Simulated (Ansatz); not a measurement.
# C2H4OSSe: the cost of one run

All numbers below are computed with Ansatz 0.2.0 (RKS LDA/def2-SVP).

## 1. The structure to begin with

Bond lengths: O1–C2 1.160 Å, C2–S3 1.766 Å, C2–C4 1.528 Å, C4–Se5 1.949 Å, S3–H6 1.425 Å, C4–H7 1.069 Å, C4–H8 1.124 Å, Se5–H9 1.584 Å. Angles: O1–C2–S3 118.8°, O1–C2–C4 122.7°, S3–C2–C4 118.5°, C2–S3–H6 93.4°, C2–C4–Se5 109.6°, C2–C4–H7 112.3°, C2–C4–H8 106.1°, Se5–C4–H7 112.2°, Se5–C4–H8 107.0°, H7–C4–H8 109.4°, C4–Se5–H9 88.3°.

Coordinates:

```xyz
9

O    -1.7750    0.0821    0.6415
C    -0.6398   -0.1584    0.6439
S     0.2992    0.1795    2.1013
C     0.0754   -0.7752   -0.5578
Se   -0.0200    0.4470   -2.0732
H     0.6836    1.4767    1.6541
H     1.0812   -1.0571   -0.3295
H    -0.5148   -1.6900   -0.8366
H     0.8987    1.4490   -1.2609
```

## 2. Relaxing end A

input.yaml reads:

```yaml
crystal:
  periodic: [false, false, false]
  atoms:
    - { symbol: O, position_ang: [-1.775, 0.0821, 0.6415] }
    - { symbol: C, position_ang: [-0.6398, -0.1584, 0.6439] }
    - { symbol: S, position_ang: [0.2992, 0.1795, 2.1013] }
    - { symbol: C, position_ang: [0.0754, -0.7752, -0.5578] }
    - { symbol: Se, position_ang: [-0.02, 0.447, -2.0732] }
    - { symbol: H, position_ang: [0.6836, 1.4767, 1.6541] }
    - { symbol: H, position_ang: [1.0812, -1.0571, -0.3295] }
    - { symbol: H, position_ang: [-0.5148, -1.69, -0.8366] }
    - { symbol: H, position_ang: [0.8987, 1.449, -1.2609] }
basis:
  gaussian: { orbitals: def2-SVP }
hamiltonian:
  xc: lda
relax:
  f_tol: 0.02
  max_steps: 50
```

Launch:

```bash
$ ansatz run input.yaml --threads 2 --pin off --max-ram 3072MiB --backend cpu --events-out ev --progress --plain --runs-dir out
```

Q: Estimate wall time and peak memory on 2 threads of AMD EPYC 7R13 (Zen 3), shared host.

About 27 s, with a peak of 0.17 GiB.
